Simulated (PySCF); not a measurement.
# C₁₂H₇BN₂S: electronic excitations

What do calculations give for the electronic excitations of C₁₂H₇BN₂S (`N#CB(c1ccccc1)c1ccc(C#N)s1`)?

Computed with PySCF 2.14.0 and routines of our own; the level stands in each step. Atoms count from 0.

## 1. The starting structure

23 atoms, charge 0, multiplicity 1; geometry from: GFN2-xTB.

## 2. Electronic excitations: TDA CAM-B3LYP/6-31G*

The job: settings as JSON, then the geometry in Å.

```
{"job": {"kind": "uv", "basis": "6-31G*", "grid": 1, "kgrid": 0, "vcut": 1.5, "nstates": 5, "ntriplets": 2, "tda": true, "delta": ["ip_vertical"], "pop": false, "xc": "CAM-B3LYP"}, "charge": 0, "multiplicity": 1}
N     -0.096452     2.352126    -3.095702
C     -0.027271     1.646491    -2.191722
B      0.058744     0.717098    -0.988420
C     -1.252827     0.136390    -0.397096
C     -2.449181     0.862209    -0.474310
C     -3.622037     0.371842     0.066440
C     -3.640840    -0.874617     0.672018
C     -2.476364    -1.623367     0.737874
C     -1.299253    -1.121488     0.217735
C      1.438100     0.411876    -0.393201
C      1.737148    -0.060582     0.871745
C      3.101024    -0.204998     1.123440
C      3.872874     0.154927     0.038162
C      5.266647     0.110150    -0.045310
N      6.412327     0.070505    -0.101228
S      2.905683     0.698334    -1.287587
H     -2.446160     1.832571    -0.950462
H     -4.527483     0.957499     0.008380
H     -4.559724    -1.264798     1.084850
H     -2.487615    -2.600262     1.199103
H     -0.402698    -1.723529     0.260955
H      0.975095    -0.273052     1.600628
H      3.517412    -0.559134     2.049756
```

With the program's defaults for keys left out, this is: TDA CAM-B3LYP/6-31G*, vertical, gas phase, core orbitals frozen in the response, virtual orbitals cut by energy.

Run with:

```bash
OMP_NUM_THREADS=1 python large_run.py task.json out
```

One launch serves the whole session: the jobs run in the order shown.

The log of the run:

```text
start: PBE on a coarse grid of 21264 points
cycle   1  E = -993.1050990463  dE =  2.524e+00  |g| = 7.457e-01  |ddm| = 5.867e+00
cycle   2  E = -992.5724181845  dE =  5.327e-01  |g| = 1.620e+00  |ddm| = 2.711e+00
cycle   3  E = -993.1999287816  dE = -6.275e-01  |g| = 4.977e-01  |ddm| = 2.097e+00
cycle   4  E = -993.2550859634  dE = -5.516e-02  |g| = 1.486e-01  |ddm| = 5.238e-01
cycle   5  E = -993.2597553280  dE = -4.669e-03  |g| = 7.196e-02  |ddm| = 2.593e-01
cycle   6  E = -993.2611255597  dE = -1.370e-03  |g| = 3.028e-02  |ddm| = 1.091e-01
cycle   7  E = -993.2613227478  dE = -1.972e-04  |g| = 1.544e-02  |ddm| = 4.093e-02
cycle   8  E = -993.2613842613  dE = -6.151e-05  |g| = 3.319e-03  |ddm| = 1.642e-02
final grid: 94464 points
cycle   9  E = -993.6590384214  dE = -1.111e-02  |g| = 4.729e-02  |ddm| = 4.583e-01
cycle  10  E = -993.6590138579  dE =  2.456e-05  |g| = 6.388e-02  |ddm| = 1.264e-01
cycle  11  E = -993.6599137160  dE = -8.999e-04  |g| = 1.395e-02  |ddm| = 5.673e-02
cycle  12  E = -993.6599708473  dE = -5.713e-05  |g| = 4.212e-03  |ddm| = 1.804e-02
cycle  13  E = -993.6599775231  dE = -6.676e-06  |g| = 1.276e-03  |ddm| = 8.073e-03
cycle  14  E = -993.6599765196  dE =  1.004e-06  |g| = 8.482e-04  |ddm| = 2.696e-03
cycle  15  E = -993.6599781266  dE = -1.607e-06  |g| = 4.090e-04  |ddm| = 1.327e-03
cycle  16  E = -993.6599783339  dE = -2.073e-07  |g| = 1.113e-04  |ddm| = 7.236e-04
cycle  17  E = -993.6599798231  dE = -1.489e-06  |g| = 4.327e-05  |ddm| = 2.105e-04
converged SCF energy = -993.6599798231
Vertical ionisation energy (delta-SCF) = 9.0895 eV   <S^2> = 0.803

Static polarisability (au): isotropic 163.842, principal 70.713 158.437 262.375

Singlet excitations
state   eV       nm        f      main configurations
  1   4.1705    297.3   0.74615   H->L 0.93
  2   4.4036    281.6   0.01091   H-1->L 0.91
  3   4.7510    261.0   0.02274   H-3->L 0.91
  4   4.8806    254.0   0.15093   H-2->L 0.90
  5   5.0746    244.3   0.00126   H-4->L 0.87

Triplet excitations (Tamm-Dancoff, eV): 2.7936 3.5224
```

Run time: 71 s. Hardware: 1 thread of Arm Neoverse N1, shared host; peak memory 0.65 GiB.

The orbitals next to the gap, with their largest atomic shares:

| orbital | eV | atoms |
| --- | --- | --- |
| HOMO−4 | -10.64 | N0 24 %, C3 14 %, C1 14 % |
| HOMO−3 | -9.38 | S15 52 %, C11 24 %, C10 20 % |
| HOMO−2 | -9.18 | C3 18 %, C6 18 %, C9 9 % |
| HOMO−1 | -8.89 | C5 26 %, C8 26 %, C4 23 % |
| HOMO | -8.59 | C9 19 %, C12 17 %, C3 12 % |
| LUMO | -2.12 | B2 34 %, C12 10 %, C10 10 % |
| LUMO+1 | -0.21 | C11 17 %, C9 14 %, C12 11 % |
| LUMO+2 | 0.81 | C7 24 %, C5 23 %, C4 23 % |
| LUMO+3 | 0.97 | S15 18 %, C3 13 %, C6 12 % |

With each of the 5 states as a Gaussian band of 0.4 eV half-width at 1/e, the curve within the window shown has maxima at 297 nm (ε 31,000) L/(mol cm). Beyond the last state computed it falls off for lack of states. The curve at chosen wavelengths:

| nm | ε (L/mol/cm) |
| --- | --- |
| 231 | 1444 |
| 236 | 2724 |
| 240 | 4003 |
| 245 | 5688 |
| 250 | 7221 |
| 254 | 8290 |
| 259 | 9622 |
| 263 | 10956 |
| 268 | 13320 |
| 273 | 16622 |
| 277 | 19803 |
| 282 | 23973 |
| 287 | 27645 |
| 291 | 29740 |
| 296 | 30901 |
| 301 | 30314 |
| 305 | 28707 |
| 310 | 25622 |
| 315 | 21826 |
| 319 | 18615 |
| 324 | 14730 |
| 328 | 11902 |
| 333 | 8853 |
| 338 | 6393 |
| 342 | 4832 |
| 347 | 3331 |

Further results of this job:

| property | computed |
| --- | --- |
| dipole moment (D) | 6.54 |
| polarisability (Å³) | 24.28 |
| HOMO–LUMO gap (eV) | 6.47 |
| −ε(HOMO) (eV) | 8.59 |

## 3. Electronic excitations: TDDFT PBE/6-31G*

Settings changed since step 2:

```diff
@@ -1,2 +1,2 @@
-{"job": {"kind": "uv", "basis": "6-31G*", "grid": 1, "kgrid": 0, "vcut": 1.5, "nstates": 5, "ntriplets": 2, "tda": true, "delta": ["ip_vertical"], "pop": false, "xc": "CAM-B3LYP"}, "charge": 0, "multiplicity": 1}
+{"job": {"kind": "uv", "basis": "6-31G*", "grid": 1, "kgrid": 0, "vcut": null, "nstates": 5, "ntriplets": 2, "tda": false, "delta": ["ip_vertical"], "pop": false, "xc": "PBE"}, "charge": 0, "multiplicity": 1}
 N     -0.096452     2.352126    -3.095702
```

With the program's defaults for keys left out, this is: TDDFT PBE/6-31G*, vertical, gas phase, core orbitals frozen in the response.

The log of the run:

```text
start: PBE on a coarse grid of 21264 points
cycle   1  E = -993.1051413709  dE =  2.524e+00  |g| = 7.457e-01  |ddm| = 5.867e+00
cycle   2  E = -992.5724732976  dE =  5.327e-01  |g| = 1.620e+00  |ddm| = 2.711e+00
cycle   3  E = -993.1999650456  dE = -6.275e-01  |g| = 4.977e-01  |ddm| = 2.097e+00
cycle   4  E = -993.2551234781  dE = -5.516e-02  |g| = 1.486e-01  |ddm| = 5.238e-01
cycle   5  E = -993.2597905100  dE = -4.667e-03  |g| = 7.197e-02  |ddm| = 2.593e-01
cycle   6  E = -993.2611620505  dE = -1.372e-03  |g| = 3.028e-02  |ddm| = 1.091e-01
cycle   7  E = -993.2613610747  dE = -1.990e-04  |g| = 1.545e-02  |ddm| = 4.093e-02
cycle   8  E = -993.2614220797  dE = -6.100e-05  |g| = 3.321e-03  |ddm| = 1.642e-02
final grid: 94464 points
cycle   9  E = -993.0712359702  dE = -2.833e-05  |g| = 2.045e-02  |ddm| = 6.935e-02
cycle  10  E = -993.0708020257  dE =  4.339e-04  |g| = 4.492e-02  |ddm| = 7.291e-02
cycle  11  E = -993.0713077136  dE = -5.057e-04  |g| = 1.385e-02  |ddm| = 5.547e-02
cycle  12  E = -993.0713508530  dE = -4.314e-05  |g| = 2.826e-03  |ddm| = 1.287e-02
cycle  13  E = -993.0713532429  dE = -2.390e-06  |g| = 1.225e-03  |ddm| = 4.845e-03
cycle  14  E = -993.0713539198  dE = -6.769e-07  |g| = 2.790e-04  |ddm| = 1.550e-03
cycle  15  E = -993.0713532129  dE =  7.070e-07  |g| = 1.635e-04  |ddm| = 3.717e-04
cycle  16  E = -993.0713535224  dE = -3.096e-07  |g| = 4.345e-05  |ddm| = 1.723e-04
converged SCF energy = -993.0713535224

Static polarisability (au): isotropic 179.738, principal 73.585 166.688 298.942

Singlet excitations
state   eV       nm        f      main configurations
  1   3.0082    412.2   0.00419   H-1->L 0.96
  2   3.2770    378.3   0.39947   H->L 0.83, H-2->L 0.12
  3   3.6637    338.4   0.01684   H-3->L 0.94
  4   3.6889    336.1   0.11411   H-2->L 0.76, H->L 0.10, H->L+1 0.10
  5   4.0605    305.3   0.00027   H-4->L 1.00

Triplet excitations (Tamm-Dancoff, eV): 2.5177 2.8040
```

Run time: 70 s. Hardware: 1 thread of Arm Neoverse N1, shared host; peak memory 0.53 GiB.

Warnings kept with the result: ip_vertical: open-shell SCF did not converge.

## 4. Outcome

```
                         quantity                        value
lowest singlet (CAM-B3LYP/6-31G*)  4.17 eV (297 nm), f = 0.746
                   lowest triplet                      2.79 eV
```

In words: The first singlet state (HOMO→LUMO 0.93) lies at 4.17 eV and is bright. The lowest triplet lies 1.38 eV below the lowest singlet.
